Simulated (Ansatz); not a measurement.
# C3H9CuOSi: up Jacob's ladder to CCSD(T)

An exercise on one series of results from a longer session: the logs are not shown, and one member is left open.

The runs use Ansatz 0.2.0, Gaussian basis; functionals in def2-TZVPP, the program's frozen cores in correlated methods.

The runs, in order: LDA (SPW92), PBE-D4, revPBE-D4, BLYP-D4, r2SCAN-D4, B97M-V, PBE0-D4, B3LYP-D4, r2SCANh-D4, r2SCAN0-D4, HSE06-D4, BHLYP-D4, CAM-B3LYP-D4, LC-ωPBE, ωB97X-V, ωB97M-V, B2PLYP, PBE-QIDH; CCSD(T)/def2-SVP; CCSD(T)/def2-TZVPP; MP2/def2-QZVPP; extrapolation to the limit; RPA on PBE.

## The geometry

The geometry comes from an earlier relaxation with PBE0-D4 in a triple-zeta def2 set; it is a stationary point, not always the lowest conformer.

SMILES `C[Si](C)(C)[O][Cu]`, 15 atoms, charge 0, spin multiplicity 1.

Atoms are counted from 1 here; the program's logs count them from 0.

Bond lengths: C1–Si2 1.879 Å, C1–H7 1.094 Å, C1–H8 1.095 Å, C1–H9 1.094 Å, Si2–C3 1.874 Å, Si2–C4 1.879 Å, Si2–O5 1.627 Å, C3–H10 1.093 Å, C3–H11 1.094 Å, C3–H12 1.093 Å, C4–H13 1.094 Å, C4–H14 1.094 Å, C4–H15 1.095 Å, O5–Cu6 1.781 Å. Angles: Si2–C1–H7 111.6°, Si2–C1–H8 111.3°, Si2–C1–H9 110.8°, H7–C1–H8 107.4°, H7–C1–H9 107.8°, H8–C1–H9 107.7°, C1–Si2–C3 109.0°, C1–Si2–C4 107.9°, C1–Si2–O5 111.6°, C3–Si2–C4 109.0°, C3–Si2–O5 107.7°, C4–Si2–O5 111.6°, Si2–C3–H10 110.7°, Si2–C3–H11 111.4°, Si2–C3–H12 110.7°, H10–C3–H11 108.1°, H10–C3–H12 107.8°, H11–C3–H12 108.1° and more.

The first run:

in.yaml

```yaml
crystal:
  periodic: [false, false, false]
  atoms:
    - {symbol: C, position_ang: [-0.888345, -0.426167, 1.453028]}
    - {symbol: Si, position_ang: [0.067065, 0.310493, 0.011843]}
    - {symbol: C, position_ang: [1.860813, -0.215726, 0.136845]}
    - {symbol: C, position_ang: [-0.663141, -0.378304, -1.577110]}
    - {symbol: O, position_ang: [0.026219, 1.936988, 0.034431]}
    - {symbol: Cu, position_ang: [-1.408741, 2.988819, -0.053086]}
    - {symbol: H, position_ang: [-0.812985, -1.517612, 1.470414]}
    - {symbol: H, position_ang: [-1.951607, -0.171796, 1.396190]}
    - {symbol: H, position_ang: [-0.505767, -0.048686, 2.405416]}
    - {symbol: H, position_ang: [2.439823, 0.184097, -0.699592]}
    - {symbol: H, position_ang: [1.957962, -1.305301, 0.126977]}
    - {symbol: H, position_ang: [2.309019, 0.156507, 1.061663]}
    - {symbol: H, position_ang: [-0.144914, 0.028025, -2.450169]}
    - {symbol: H, position_ang: [-0.583500, -1.468837, -1.617422]}
    - {symbol: H, position_ang: [-1.723701, -0.123301, -1.670026]}
basis:
  gaussian: {orbitals: def2-TZVPP}
hamiltonian: {xc: lda}
output: {orbitals: {seedname: orbitals}}
```

On the command line:

```sh
> ansatz run in.yaml --threads 2 --pin off --events-out ev --progress --plain --max-ram 32768MiB --backend cuda --devices 0, --max-vram 18GiB
```

Among the steps run: LDA; PBE-D4 (GGA); revPBE-D4 (GGA); BLYP-D4 (GGA); r2SCAN-D4 (meta-GGA); B97M-V (meta-GGA); B3LYP-D4 (hybrid); r2SCANh-D4 (hybrid); r2SCAN0-D4 (hybrid); HSE06-D4 (hybrid); BHLYP-D4 (hybrid); CAM-B3LYP-D4 (range-separated); LC-ωPBE (range-separated); ωB97X-V (range-separated); ωB97M-V (range-separated); B2PLYP (double hybrid); PBE-QIDH (double hybrid).

One table of the session follows, with a row left open; its other results are not shown here.

It belongs to the step «Orbital energies across the functionals». 

| functional | HOMO (eV) | LUMO (eV) | gap (eV) |
| --- | --- | --- | --- |
| LDA (SPW92) | -5.62 | -3.98 | 1.64 |
| PBE-D4 | -5.40 | -3.75 | 1.65 |
| revPBE-D4 | -5.32 | -3.64 | 1.68 |
| BLYP-D4 | -5.37 | -3.81 | 1.56 |
| r2SCAN-D4 | -5.58 | -3.47 | 2.11 |
| B97M-V | ? | ? | ? |
| PBE0-D4 | -6.81 | -2.76 | 4.06 |
| B3LYP-D4 | -6.66 | -3.19 | 3.48 |
| r2SCANh-D4 | -6.16 | -3.10 | 3.06 |
| r2SCAN0-D4 | -6.97 | -2.56 | 4.41 |
| HSE06-D4 | -6.41 | -3.12 | 3.29 |
| BHLYP-D4 | -8.12 | -2.03 | 6.09 |
| CAM-B3LYP-D4 | -8.27 | -1.98 | 6.29 |
| LC-ωPBE | -9.47 | -0.65 | 8.82 |
| ωB97X-V | -9.20 | -0.82 | 8.38 |
| ωB97M-V | -9.16 | -1.18 | 7.98 |

Estimate the missing values for B97M-V.

As computed: HOMO (eV): -5.74; LUMO (eV): -3.69; gap (eV): 2.05. In the column «HOMO (eV)» it lies between r2SCANh-D4 (-6.16) and LDA (SPW92) (-5.62).
